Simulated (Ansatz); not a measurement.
**C2H5BO: small, medium and large basis sets**

The task here is to estimate one member of a computed series from the others.

Method: one geometry, several basis sets; program: Ansatz 0.2.0, Gaussian basis.

The runs, in order: PBE0-D4/def2-SVP; ωB97M-V/def2-SVP; PBE0-D4/def2-QZVPP; ωB97M-V/def2-QZVPP; the functionals' def2-TZVPP values are taken from earlier runs.

**The geometry**

The geometry comes from an earlier relaxation with PBE0-D4 in a triple-zeta def2 set; it is a stationary point, not always the lowest conformer.

SMILES `B/C=C/O`, 9 atoms, charge 0, spin multiplicity 1.

Atoms are counted from 1 here; the program's logs count them from 0.

Bond lengths: B1–C2 1.510 Å, B1–H5 1.197 Å, B1–H6 1.201 Å, C2–C3 1.345 Å, C2–H7 1.087 Å, C3–O4 1.337 Å, C3–H8 1.089 Å, O4–H9 0.961 Å. Angles: C2–B1–H5 122.1°, C2–B1–H6 119.0°, H5–B1–H6 118.9°, B1–C2–C3 118.3°, B1–C2–H7 124.4°, C3–C2–H7 117.3°, C2–C3–O4 123.3°, C2–C3–H8 120.7°, O4–C3–H8 116.1°, C3–O4–H9 110.4°.

The first run:

File in.yaml:

```yaml
crystal:
  periodic: [false, false, false]
  atoms:
    - {symbol: B, position_ang: [-0.282789, 0.909014, -1.314577]}
    - {symbol: C, position_ang: [0.540218, 0.034190, -0.399500]}
    - {symbol: C, position_ang: [-0.034832, -0.431560, 0.724212]}
    - {symbol: O, position_ang: [0.600229, -1.212385, 1.603554]}
    - {symbol: H, position_ang: [0.160090, 1.360059, -2.331109]}
    - {symbol: H, position_ang: [-1.418269, 1.160503, -1.013002]}
    - {symbol: H, position_ang: [1.573428, -0.248494, -0.585731]}
    - {symbol: H, position_ang: [-1.067589, -0.181890, 0.964215]}
    - {symbol: H, position_ang: [0.018116, -1.435738, 2.334938]}
basis:
  gaussian: {orbitals: def2-SVP}
hamiltonian: {xc: pbe0, dispersion: d4}
output: {orbitals: {seedname: orbitals}}
```

Among the steps run: PBE0-D4 in def2-SVP; ωB97M-V in def2-SVP; PBE0-D4 in def2-QZVPP; ωB97M-V in def2-QZVPP.

One table of the session follows, with a row left open; its other results are not shown here.

It belongs to the step «Density functionals: the series». 

| functional | basis | HOMO (eV) |
| --- | --- | --- |
| PBE0-D4 | def2-SVP | -7.38 |
| PBE0-D4 | def2-TZVPP | -7.48 |
| PBE0-D4 | def2-QZVPP | -7.51 |
| ωB97M-V | def2-SVP | -9.52 |
| ωB97M-V | def2-TZVPP | -9.65 |
| ωB97M-V | def2-QZVPP | ? |

Estimate the missing values for ωB97M-V, def2-QZVPP.

**Answer.** HOMO (eV): -9.67. In the column «HOMO (eV)» it is the lowest.
